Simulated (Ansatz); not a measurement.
# CH3AlClF: basis-set convergence

Aim: see how fast density functionals converge with the basis set for CH3AlClF.

Method: one geometry, several basis sets; program: Ansatz 0.2.0, Gaussian basis.

The runs, in order: PBE0-D4/def2-SVP; ωB97M-V/def2-SVP; PBE0-D4/def2-QZVPP; ωB97M-V/def2-QZVPP; the functionals' def2-TZVPP values are taken from earlier runs.

### 1 The geometry

An earlier PBE0-D4 in a triple-zeta def2 set relaxation fixed the geometry.

7 atoms, charge 0, spin multiplicity 1.

Atoms are counted from 1 here; the program's logs count them from 0.

Bond lengths: F1–C2 1.342 Å, C2–Al3 1.983 Å, C2–Cl4 1.922 Å, C2–H5 1.091 Å, Al3–Cl4 2.414 Å, Al3–H6 1.577 Å, Al3–H7 1.580 Å. Angles: F1–C2–Al3 122.8°, F1–C2–Cl4 108.2°, F1–C2–H5 109.0°, Al3–C2–Cl4 76.4°, Al3–C2–H5 126.2°, Cl4–C2–H5 101.7°, C2–Al3–Cl4 50.7°, C2–Al3–H6 116.7°, C2–Al3–H7 116.1°, Cl4–Al3–H6 109.4°, Cl4–Al3–H7 108.7°, H6–Al3–H7 126.8°, C2–Cl4–Al3 53.0°.

Geometry (Å):

```
F    -1.33049   -1.48498    0.28325
C    -0.34035   -0.81932   -0.33127
Al    0.67493    0.64360    0.54099
Cl   -1.08153    0.77362   -1.11011
H    -0.03282   -1.37711   -1.21693
H     0.12843    1.15434    1.92942
H     2.04304    1.04176   -0.14093
```

### 2 PBE0-D4 in def2-SVP

The input, in.yaml:

```yaml
crystal:
  periodic: [false, false, false]
  atoms:
    - {symbol: F, position_ang: [-1.330488, -1.484980, 0.283245]}
    - {symbol: C, position_ang: [-0.340354, -0.819325, -0.331273]}
    - {symbol: Al, position_ang: [0.674926, 0.643596, 0.540986]}
    - {symbol: Cl, position_ang: [-1.081535, 0.773624, -1.110115]}
    - {symbol: H, position_ang: [-0.032823, -1.377113, -1.216934]}
    - {symbol: H, position_ang: [0.128434, 1.154342, 1.929417]}
    - {symbol: H, position_ang: [2.043040, 1.041756, -0.140926]}
basis:
  gaussian: {orbitals: def2-SVP}
hamiltonian: {xc: pbe0, dispersion: d4}
output: {orbitals: {seedname: orbitals}}
```

Launch:

```bash
$ ansatz run in.yaml --threads 2 --pin off --events-out ev --progress --plain --max-ram 4352MiB
```

After this run come: ωB97M-V in def2-SVP; PBE0-D4 in def2-QZVPP; ωB97M-V in def2-QZVPP.

**Question.** What will the summary of the whole plan be? Wanted: PBE0-D4: double and triple zeta above quadruple; ωB97M-V: double and triple zeta above quadruple.

As calculated:

```
                                       quantity           value
PBE0-D4: double and triple zeta above quadruple  12.01, 0.77 eV
ωB97M-V: double and triple zeta above quadruple  12.03, 0.74 eV
```

For PBE0-D4 the step from double to triple zeta gains 11.23 eV and the next only 0.77 eV. These are total energies; as a rule much of such shifts cancels in differences, which this series doesn't test. The LUMO of ωB97M-V is positive and keeps falling with the basis (1.01 to 0.39 eV): an unbound level that the basis holds in place.
